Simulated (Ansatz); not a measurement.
# LaLuAs2 (ordered alloy on rocksalt lattice): testing the settings of Wannier runs

Aim: run 5 Wannier inputs for LaLuAs2 (ordered alloy on rocksalt lattice) as typed, and read from each log whether it ends well.

Method: plane waves, PAW; the settings change from run to run, as each input shows, in Ansatz 0.2.0.

4 further runs of the same task are left out: 4 that didn't finish. Runs told in other sessions of the task aren't counted.

**1. The starting structure**

The structure is trigonal, space group R-3m (No. 166). The conventional cell has a = 4.206 Å, b = 4.206 Å, c = 20.525 Å, α = 90.00°, β = 90.00°, γ = 120.00°. Around La (site symmetry -3m) lie 6 As at 3.05 Å. Lu (site symmetry -3m) is surrounded by 6 As at 2.89 Å. Around As (site symmetry 3m) lie 3 Lu at 2.89 Å and 3 La at 3.05 Å.

Coordinates:

```xyz
4
Lattice="2.1030 1.2142 6.8416 -2.1030 1.2142 6.8416 0.0000 -2.4284 6.8416" Properties=species:S:1:pos:R:3 pbc="T T T"
La    2.1030    1.2142    6.8416
Lu    0.0000    0.0000   10.2624
As    0.0000    0.0000    4.9950
As    0.0000    0.0000   15.5297
```

Cell and atoms come from an earlier r2SCAN relaxation. No run includes spin-orbit coupling, which matters for La, Lu.

**2. Try 1**

Contents of input.yaml:

```yaml
crystal:
  lattice:
    - [2.1030128965, 1.2141750619, 6.8415678153]
    - [-2.1030128965, 1.2141750619, 6.8415678153]
    - [0.0, -2.4283501237, 6.8415678153]
  atoms:
    - { symbol: La, position: [1.0, 0.0, 0.0] }
    - { symbol: Lu, position: [0.5, 0.5, 0.5] }
    - { symbol: As, position: [0.2433640454, 0.2433640454, 0.2433640454] }
    - { symbol: As, position: [0.7566359546, 0.7566359546, 0.7566359546] }
kpoints:
  mp_grid: { grid: [6, 6, 6] }
  band_path:
    path:
      - [[0.0, 0.0, 0.0], [0.5, 0.5, 0.5], [0.8123361961428, 0.1876638038572, 0.5]]
      - [[0.5, -0.1876638038572, 0.1876638038572], [0.5, 4.814451448369e-17, -5.787397489843e-17], [0.0, 0.0, 0.0], [0.3438319019286, -0.3438319019286, 3.098570574227e-18]]
      - [[0.6561680980714, -4.506895687545e-17, 0.3438319019286], [0.5, -4.506895687545e-17, 0.5], [0.0, 0.0, 0.0]]
    npoints: 10
hamiltonian:
  xc: pbe
scf:
  occupations: { method: fermi_dirac, width: 0.02 }
  n_extra_bands: 6
output:
  forces: false
  stress: false
  eigenvalues: true
  wannier:
    kmesh: [6, 6, 6]
    projections: [{ species: As, l: s, shell: 4 }, { species: As, l: p, shell: 4 }]
    minimise: true
    write_hr: true
    conv_tol: 1.0e-08
    max_iter: 3000
```

Started as:

```
$ ansatz run input.yaml --threads 4 --pin off --max-ram 3686MiB --backend cpu --events-out ev --progress --plain --runs-dir out
```

The program printed, shortened:

```text
Warning: RAYON_NUM_THREADS=4 ignored (pool sized by the plan → 4); use --threads N
[...]
La: projections on atomic orbitals take those of the free atom [Kr 4d10] 4f0 5s2 5p6 5d1 6s2, of charge +0.00 (hamiltonian.pseudopotentials.projection_atoms); the dataset's partial waves leave at most 1.9e-5 of an orbital's norm unspanned inside its sphere
Lu: projections on atomic orbitals take those of the free atom [Kr 4d10] 4f14 5s2 5p6 5d1 6s2, of charge +0.00 (hamiltonian.pseudopotentials.projection_atoms); the dataset's partial waves leave at most 5.1e-5 of an orbital's norm unspanned inside its sphere
scf.n_extra_bands = 6 over 33 filled bands (N_el = 66.0): the run solves 39 bands
[...]
Pseudopotentials: kind: paw
Pseudopotential: La, paw, valence charge 11, recommended cutoff 420 eV (normal), La.paw.azcp
Pseudopotential: Lu, paw, valence charge 25, recommended cutoff 420 eV (normal), Lu.paw.azcp
Pseudopotential: As, paw, valence charge 15, recommended cutoff 420 eV (normal), As.paw.azcp
Functional definition: PBE
[...]
Crystal: 4 atoms, lattice volume = 104.817 Å³
Basis set: ecut = 420 eV, 1985 PW (Γ), FFT grids on a1−a3, a2−a3, a3
Bands: 39, of which v1, the nominal top of the filled ones, is band 33 counted from 1 (32 counted from 0)
Symmetry: 12 space group operations
Space group: R-3m (ITA 166), of the structure as read, at distance tolerance 4.7e-5 Å
k-points: 32 of 216
[...]
SCF iter   1: F=—  HF=-30700.716404 eV  |F-HF|=—  |Δ(HF+E_count)|=         —  Δρ=1.10e-3  dr2=2.24e-3  ethr=1.77e-3  ⟨swp⟩=7.1  Hψ=5498  notcnv=0
[...]
SCF iter   8: F=-30700.713891 eV  HF=-30700.713891 eV  |F-HF|=2.43e-8  |Δ(HF+E_count)|=   5.48e-9  Δρ=2.45e-6  dr2=8.76e-9  ethr=7.28e-11  ⟨swp⟩=4.0  Hψ=4074  notcnv=0
[...]
NSCF: frozen V_eff on 73 k-points
NSCF: frozen V_eff on 35 k-points
WARN: eigensolver did not converge in 5 slots of this pass, the one above among them; of largest residual over every band (k=34): 2 band(s) unlocked (lowest unlocked band 37, counted from 0; max residual 3.52e-3 eV among the unlocked bands, 3.52e-3 eV over every band); of lowest unlocked [...]
the Wannier pass solved 35 of the 216 points of its mesh, and has the states at the others by symmetry: states obtained by the crystal's operations at points that were solved too leave a residual of 4.32e-13 eV (read by the count's bands and the next), within 8.33e-6 eV
SCF converged after 8 iterations
Free energy (F): -30700.713891 eV
[...]
E sigma→0 (E₀):  -30700.713547 eV
Entropy (-TS):   -0.000688 eV (-0.172 meV/atom)
Fermi energy:    11.413415 eV
[...]
--- Band table (eV; the first three rows and the last of 32) ---
[...]
Wannier search: line search 1 of at most 3000: gauge-dependent spread (as the search counts it) 6.2347059 Å², largest recent change 3.1e-1 Å² and fall left 4.3e-4 Å² against conv_tol 1.0e-8 Å², 0 stops escaped
```

Run time: 7.2 s. Hardware: 4 threads of Arm Neoverse V2, shared host; peak memory 0.64 GiB.

The run ended, but the log doubts its result. The cause: the eigensolver left some bands unconverged. The analysis is set aside.

**3. Try 2**

Changes to input.yaml since step 2:

```diff
@@ -28,3 +28,3 @@
   wannier:
-    kmesh: [6, 6, 6]
+    kmesh: [4, 4, 4]
     projections: [{ species: As, l: s, shell: 4 }, { species: As, l: p, shell: 4 }]
```

Started as:

```
$ ansatz run input.yaml --threads 4 --pin off --max-ram 3686MiB --backend cpu --events-out ev --progress --plain --runs-dir out
```

The program printed, shortened:

```text
Warning: RAYON_NUM_THREADS=4 ignored (pool sized by the plan → 4); use --threads N
[...]
La: projections on atomic orbitals take those of the free atom [Kr 4d10] 4f0 5s2 5p6 5d1 6s2, of charge +0.00 (hamiltonian.pseudopotentials.projection_atoms); the dataset's partial waves leave at most 1.9e-5 of an orbital's norm unspanned inside its sphere
Lu: projections on atomic orbitals take those of the free atom [Kr 4d10] 4f14 5s2 5p6 5d1 6s2, of charge +0.00 (hamiltonian.pseudopotentials.projection_atoms); the dataset's partial waves leave at most 5.1e-5 of an orbital's norm unspanned inside its sphere
scf.n_extra_bands = 6 over 33 filled bands (N_el = 66.0): the run solves 39 bands
[...]
Pseudopotentials: kind: paw
Pseudopotential: La, paw, valence charge 11, recommended cutoff 420 eV (normal), La.paw.azcp
Pseudopotential: Lu, paw, valence charge 25, recommended cutoff 420 eV (normal), Lu.paw.azcp
Pseudopotential: As, paw, valence charge 15, recommended cutoff 420 eV (normal), As.paw.azcp
Functional definition: PBE
[...]
SCF iter   8: F=-30700.713891 eV  HF=-30700.713891 eV  |F-HF|=2.43e-8  |Δ(HF+E_count)|=   5.48e-9  Δρ=2.45e-6  dr2=8.76e-9  ethr=7.28e-11  ⟨swp⟩=4.0  Hψ=4074  notcnv=0
[...]
NSCF: frozen V_eff on 73 k-points
NSCF: frozen V_eff on 16 k-points
WARN: eigensolver did not converge in 3 slots of this pass, the one above among them; of largest residual over every band (k=0): 2 band(s) unlocked (lowest unlocked band 37, counted from 0; max residual 2.95e-3 eV among the unlocked bands, 2.95e-3 eV over every band); of lowest unlocked [...]
the Wannier pass solved 16 of the 64 points of its mesh, and has the states at the others by symmetry: states obtained by the crystal's operations at points that were solved too leave a residual of 3.98e-13 eV (read by the count's bands and the next), within 8.33e-6 eV
SCF converged after 8 iterations
Free energy (F): -30700.713891 eV
[...]
E sigma→0 (E₀):  -30700.713547 eV
Entropy (-TS):   -0.000688 eV (-0.172 meV/atom)
Fermi energy:    11.413415 eV
[...]
--- Band table (eV; the first three rows and the last of 32) ---
[...]
Wannier search: line search 1 of at most 3000: gauge-dependent spread (as the search counts it) 5.7955632 Å², largest recent change 2.3e-1 Å² and fall left 7.7e-4 Å² against conv_tol 1.0e-8 Å², 0 stops escaped
```

It took 4.8 s on 4 threads of Arm Neoverse V2, shared host; peak memory 0.5 GiB.

The run ended, but the log doubts its result. The cause: the eigensolver left some bands unconverged. The analysis is set aside.

**4. Try 3**

Changes to input.yaml since step 3:

```diff
@@ -28,4 +28,4 @@
   wannier:
-    kmesh: [4, 4, 4]
-    projections: [{ species: As, l: s, shell: 4 }, { species: As, l: p, shell: 4 }]
+    kmesh: [6, 6, 6]
+    projections: [{ species: As, l: p, shell: 4 }]
     minimise: true
@@ -34 +34,5 @@
     max_iter: 3000
+  write_density: true
+  write_potential: true
+  elf: true
+  volumetric_format: npy
```

Started as:

```
$ ansatz run input.yaml --threads 4 --pin off --max-ram 3686MiB --backend cpu --events-out ev --progress --plain --runs-dir out
```

The program printed, shortened:

```text
Warning: RAYON_NUM_THREADS=4 ignored (pool sized by the plan → 4); use --threads N
[...]
La: projections on atomic orbitals take those of the free atom [Kr 4d10] 4f0 5s2 5p6 5d1 6s2, of charge +0.00 (hamiltonian.pseudopotentials.projection_atoms); the dataset's partial waves leave at most 1.9e-5 of an orbital's norm unspanned inside its sphere
Lu: projections on atomic orbitals take those of the free atom [Kr 4d10] 4f14 5s2 5p6 5d1 6s2, of charge +0.00 (hamiltonian.pseudopotentials.projection_atoms); the dataset's partial waves leave at most 5.1e-5 of an orbital's norm unspanned inside its sphere
scf.n_extra_bands = 6 over 33 filled bands (N_el = 66.0): the run solves 39 bands
[...]
Pseudopotentials: kind: paw
Pseudopotential: La, paw, valence charge 11, recommended cutoff 420 eV (normal), La.paw.azcp
Pseudopotential: Lu, paw, valence charge 25, recommended cutoff 420 eV (normal), Lu.paw.azcp
Pseudopotential: As, paw, valence charge 15, recommended cutoff 420 eV (normal), As.paw.azcp
Functional definition: PBE
[...]
SCF iter   7: F=-30700.713891 eV  HF=-30700.713891 eV  |F-HF|=1.59e-8  |Δ(HF+E_count)|=   7.95e-8  Δρ=5.50e-6  dr2=4.54e-8  ethr=1.52e-10  ⟨swp⟩=11.0  Hψ=5774  notcnv=0
[...]
NSCF: frozen V_eff on 73 k-points
NSCF: frozen V_eff on 35 k-points
WARN: eigensolver did not converge in 6 slots of this pass, the one above among them; of largest residual over every band (k=34): 2 band(s) unlocked (lowest unlocked band 37, counted from 0; max residual 2.27e-3 eV among the unlocked bands, 2.27e-3 eV over every band); of lowest unlocked [...]
the Wannier pass solved 35 of the 216 points of its mesh, and has the states at the others by symmetry: states obtained by the crystal's operations at points that were solved too leave a residual of 3.98e-13 eV (read by the count's bands and the next), within 8.33e-6 eV
SCF converged after 7 iterations
Free energy (F): -30700.713891 eV
[...]
E sigma→0 (E₀):  -30700.713547 eV
Entropy (-TS):   -0.000689 eV (-0.172 meV/atom)
Fermi energy:    11.413404 eV
[...]
--- Band table (eV; the first three rows and the last of 32) ---
[...]
Wannier search: line search 1 of at most 3000: gauge-dependent spread (as the search counts it) 1.0016700 Å², largest recent change 1.7e-2 Å² and fall left 6.2e-5 Å² against conv_tol 1.0e-8 Å², 0 stops escaped
```

Wall time 7 s (4 threads of Arm Neoverse V2, shared host); peak memory 0.68 GiB.

The run ended, but the log doubts its result. The cause: the eigensolver left some bands unconverged. The analysis is set aside.

**5. Try 4**

Changes to input.yaml since step 4:

```diff
@@ -29,3 +29,6 @@
     kmesh: [6, 6, 6]
-    projections: [{ species: As, l: p, shell: 4 }]
+    projections:
+      - { species: Lu, l: d, shell: 5 }
+      - { species: La, l: d, shell: 5 }
+      - { species: As, l: p, shell: 4 }
     minimise: true
@@ -34,5 +37 @@
     max_iter: 3000
-  write_density: true
-  write_potential: true
-  elf: true
-  volumetric_format: npy
```

Started as:

```
$ ansatz run input.yaml --threads 4 --pin off --max-ram 3686MiB --backend cpu --events-out ev --progress --plain --runs-dir out
```

The program printed, shortened:

```text
Warning: RAYON_NUM_THREADS=4 ignored (pool sized by the plan → 4); use --threads N
[...]
La: projections on atomic orbitals take those of the free atom [Kr 4d10] 4f0 5s2 5p6 5d1 6s2, of charge +0.00 (hamiltonian.pseudopotentials.projection_atoms); the dataset's partial waves leave at most 1.9e-5 of an orbital's norm unspanned inside its sphere
Lu: projections on atomic orbitals take those of the free atom [Kr 4d10] 4f14 5s2 5p6 5d1 6s2, of charge +0.00 (hamiltonian.pseudopotentials.projection_atoms); the dataset's partial waves leave at most 5.1e-5 of an orbital's norm unspanned inside its sphere
scf.n_extra_bands = 6 over 33 filled bands (N_el = 66.0): the run solves 39 bands
[...]
Pseudopotentials: kind: paw
Pseudopotential: La, paw, valence charge 11, recommended cutoff 420 eV (normal), La.paw.azcp
Pseudopotential: Lu, paw, valence charge 25, recommended cutoff 420 eV (normal), Lu.paw.azcp
Pseudopotential: As, paw, valence charge 15, recommended cutoff 420 eV (normal), As.paw.azcp
Functional definition: PBE
[...]
Crystal: 4 atoms, lattice volume = 104.817 Å³
Basis set: ecut = 420 eV, 1985 PW (Γ), FFT grids on a1−a3, a2−a3, a3
[...]
WARN: eigensolver did not converge in 5 slots of this pass, the one above among them; of largest residual over every band (k=34): 2 band(s) unlocked (lowest unlocked band 37, counted from 0; max residual 3.52e-3 eV among the unlocked bands, 3.52e-3 eV over every band); of lowest unlocked [...]
NSCF: frozen V_eff on 35 k-points
the Wannier pass solved 35 of the 216 points of its mesh, and has the states at the others by symmetry: states obtained by the crystal's operations at points that were solved too leave a residual of 4.06e-13 eV (read by the count's bands and the next), within 8.33e-6 eV
SCF converged after 8 iterations
Free energy (F): -30700.713891 eV
[...]
E sigma→0 (E₀):  -30700.713547 eV
Entropy (-TS):   -0.000688 eV (-0.172 meV/atom)
Fermi energy:    11.413415 eV
[...]
--- Band table (eV; the first three rows and the last of 32) ---
[...]
Wannier search: line search 1 of at most 3000: gauge-dependent spread (as the search counts it) 6.4648283 Å², largest recent change 1.6e0 Å² and fall left 3.7e-3 Å² against conv_tol 1.0e-8 Å², 0 stops escaped
Wannier search: line search 100 of at most 3000: gauge-dependent spread (as the search counts it) 6.2495014 Å², largest recent change 1.8e-7 Å² and fall left 1.6e-8 Å² against conv_tol 1.0e-8 Å², 2 stops escaped
WARN: <dir> 380 periodic images of 380 elements of H(R) lie 4.88e-4 to 1.95e-3 Å beyond their element's nearest image, near the 9.77e-4 Å window within which an element is shared among its images; whether they share it moves the interpolated H(k) by 4.1e-2 eV (Frobenius norm, root mean [...]
```

Run time: 21 s. Hardware: 4 threads of Arm Neoverse V2, shared host; peak memory 0.98 GiB.

The run ended, but the log doubts its result. The cause: the eigensolver left some bands unconverged. The analysis is set aside.

**6. Try 5**

Changes to input.yaml since step 5:

```diff
@@ -29,6 +29,3 @@
     kmesh: [6, 6, 6]
-    projections:
-      - { species: Lu, l: d, shell: 5 }
-      - { species: La, l: d, shell: 5 }
-      - { species: As, l: p, shell: 4 }
+    projections: [{ species: Lu, l: d, shell: 5 }, { species: La, l: d, shell: 5 }]
     minimise: true
```

Started as:

```
$ ansatz run input.yaml --threads 4 --pin off --max-ram 3686MiB --backend cpu --events-out ev --progress --plain --runs-dir out
```

The program printed, shortened:

```text
Warning: RAYON_NUM_THREADS=4 ignored (pool sized by the plan → 4); use --threads N
[...]
La: projections on atomic orbitals take those of the free atom [Kr 4d10] 4f0 5s2 5p6 5d1 6s2, of charge +0.00 (hamiltonian.pseudopotentials.projection_atoms); the dataset's partial waves leave at most 1.9e-5 of an orbital's norm unspanned inside its sphere
Lu: projections on atomic orbitals take those of the free atom [Kr 4d10] 4f14 5s2 5p6 5d1 6s2, of charge +0.00 (hamiltonian.pseudopotentials.projection_atoms); the dataset's partial waves leave at most 5.1e-5 of an orbital's norm unspanned inside its sphere
scf.n_extra_bands = 6 over 33 filled bands (N_el = 66.0): the run solves 39 bands
[...]
Pseudopotentials: kind: paw
Pseudopotential: La, paw, valence charge 11, recommended cutoff 420 eV (normal), La.paw.azcp
Pseudopotential: Lu, paw, valence charge 25, recommended cutoff 420 eV (normal), Lu.paw.azcp
Pseudopotential: As, paw, valence charge 15, recommended cutoff 420 eV (normal), As.paw.azcp
Functional definition: PBE
[...]
WARN: eigensolver did not converge in 5 slots of this pass, the one above among them; of largest residual over every band (k=34): 2 band(s) unlocked (lowest unlocked band 37, counted from 0; max residual 3.52e-3 eV among the unlocked bands, 3.52e-3 eV over every band); of lowest unlocked [...]
NSCF: frozen V_eff on 35 k-points
the Wannier pass solved 35 of the 216 points of its mesh, and has the states at the others by symmetry: states obtained by the crystal's operations at points that were solved too leave a residual of 3.41e-13 eV (read by the count's bands and the next), within 8.33e-6 eV
NSCF: frozen V_eff on 35 k-points
the Wannier pass solved 35 of the 216 points of its mesh, and has the states at the others by symmetry: states obtained by the crystal's operations at points that were solved too leave a residual of 4.70e-13 eV (read by the count's bands and the next), within 8.33e-6 eV
SCF converged after 8 iterations
Free energy (F): -30700.713891 eV
[...]
E sigma→0 (E₀):  -30700.713547 eV
Entropy (-TS):   -0.000688 eV (-0.172 meV/atom)
Fermi energy:    11.413415 eV
[...]
--- Band table (eV; the first three rows and the last of 32) ---
[...]
Wannier search: line search 1 of at most 3000: gauge-dependent spread (as the search counts it) 3.6263684 Å², largest recent change 3.8e-1 Å² and fall left 8.8e-4 Å² against conv_tol 1.0e-8 Å², 0 stops escaped
Wannier search: line search 100 of at most 3000: gauge-dependent spread (as the search counts it) 3.4596437 Å², largest recent change 5.0e-9 Å² and fall left 7.9e-11 Å² against conv_tol 1.0e-8 Å², 1 stop escaped
```

Run time: 17 s. Hardware: 4 threads of Arm Neoverse V2, shared host; peak memory 0.84 GiB.

The run ended, but the log doubts its result. The cause: the eigensolver left some bands unconverged. The analysis is set aside.

**7. How the runs ended**

| try | settings | ended | fault | time |
| --- | --- | --- | --- | --- |
| 1 | PBE, 8 functions, 6×6×6 | ended with warnings | the eigensolver left some bands unconverged | 7.2 s |
| 2 | PBE, 8 functions, 4×4×4 | ended with warnings | the eigensolver left some bands unconverged | 4.8 s |
| 3 | PBE, 6 functions, 6×6×6 | ended with warnings | the eigensolver left some bands unconverged | 7 s |
| 4 | PBE, 16 functions, 6×6×6 | ended with warnings | the eigensolver left some bands unconverged | 21 s |
| 5 | PBE, 10 functions, 6×6×6 | ended with warnings | the eigensolver left some bands unconverged | 17 s |

**Reading.** 5 ended with warnings. No run passed without a fault or warning, so no result is quoted.
